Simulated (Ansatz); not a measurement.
# Li5Mg, space group P-6m2: a scan of the energy under strain

With Ansatz's Python interface.

Run as a notebook:

In [1]:
```python
import ansatz as az
import numpy as np
```

In [2]:
```python
FUNCTIONAL = "pbesol"
SMEARING = "fermi_dirac"
CUTOFF_EV = 520
KGRID = (13, 13, 3)
```

In [3]:
```python
vectors0 = np.array([
    [3.0621861, 0.0, 0.0],
    [-1.53109305, 2.65193095, 0.0],
    [0.0, 0.0, 15.32283041],
])
sites = [
    ("Li", [2 / 3, 1 / 3, 0.16976275]),
    ("Li", [0.0, 0.0, 0.33336717]),
    ("Li", [2 / 3, 1 / 3, 0.5]),
    ("Li", [0.0, 0.0, 0.66663283]),
    ("Li", [2 / 3, 1 / 3, 0.83023725]),
    ("Mg", [0.0, 0.0, 0.0]),
]
```

In [4]:
```python
def build(cell):
    crystal = az.Crystal(lattice=az.Lattice.of(cell))
    for symbol, position in sites:
        crystal = crystal.atom(symbol, position)
    return crystal
```

In [5]:
```python
# clamped ions: the fractional positions stay as typed
values = np.linspace(-0.03, 0.03, 7)
energies = []
for d in values:
    strain = np.array([[0, d / 2, 0], [d / 2, 0, 0], [0, 0, 0]])
    cell = vectors0 @ (np.eye(3) + strain)
    model = build(cell).calculation()
    model = model.functional(FUNCTIONAL)
    model = model.occupations(SMEARING, width=150 * az.meV)
    model = model.basis(CUTOFF_EV)
    model = model.kpoints(*KGRID)
    report = model.run(threads=1).report
    energies.append(report["free_energy_ev"] / len(sites))
    print(f"d = {d:+.4f}  F = {energies[-1]:.5f} eV/atom")
energies = np.array(energies)
```
```text
d = -0.0300  F = -487.86384 eV/atom
d = -0.0200  F = -487.86415 eV/atom
d = -0.0100  F = -487.86434 eV/atom
d = +0.0000  F = -487.86440 eV/atom
d = +0.0100  F = -487.86434 eV/atom
d = +0.0200  F = -487.86415 eV/atom
d = +0.0300  F = -487.86384 eV/atom
```

In [6]:
```python
for value, e in zip(values, energies):
    print(f"strain {value:7.3f}   E - Emin = {1000 * (e - energies.min()):9.3f} meV/atom")
np.savetxt("strain.csv", np.column_stack([values, energies]), fmt="%.6f", delimiter=",", header="strain,energy_eV_per_atom")
curvature = 2 * np.polyfit(values, energies, 3)[1]
volume = abs(np.linalg.det(vectors0)) / len(sites)
print(f"d2E/dd2 over the volume: {curvature / volume * 160.21766:.1f} GPa")
```
```text
strain  -0.030   E - Emin =     0.563 meV/atom
strain  -0.020   E - Emin =     0.249 meV/atom
strain  -0.010   E - Emin =     0.062 meV/atom
strain   0.000   E - Emin =     0.000 meV/atom
strain   0.010   E - Emin =     0.062 meV/atom
strain   0.020   E - Emin =     0.249 meV/atom
strain   0.030   E - Emin =     0.563 meV/atom
d2E/dd2 over the volume: 9.7 GPa
```

`strain.csv`, as written:
```csv
# strain,energy_eV_per_atom
-0.030000,-487.863839
-0.020000,-487.864153
-0.010000,-487.864340
0.000000,-487.864402
0.010000,-487.864340
0.020000,-487.864153
0.030000,-487.863839
```

Against the unstrained cell the energy per atom changes by +0.56 meV at one end of the scan and +0.56 meV at the other, and its second derivative over the volume is 9.7 GPa.

Caveats:
- Total energies depend on the potentials; only differences at equal settings carry meaning.
- A Fermi-Dirac width this large means warm electrons, whose thermal share enters the free energy.
- The curvature belongs to this strain pattern and to the cell's stress; it equals a single elastic constant only for simple patterns.
- In a metal a curvature from energy changes of a few meV or less hangs on mesh and smearing, in size and even in sign.
- This cell is a computed structure, which may not be the phase found in nature.
- The ions keep their fractional positions (clamped ions).
- Finished in 2.7 min on 1 thread of Arm Neoverse V1 (shared host), peak memory 0.78 GiB.
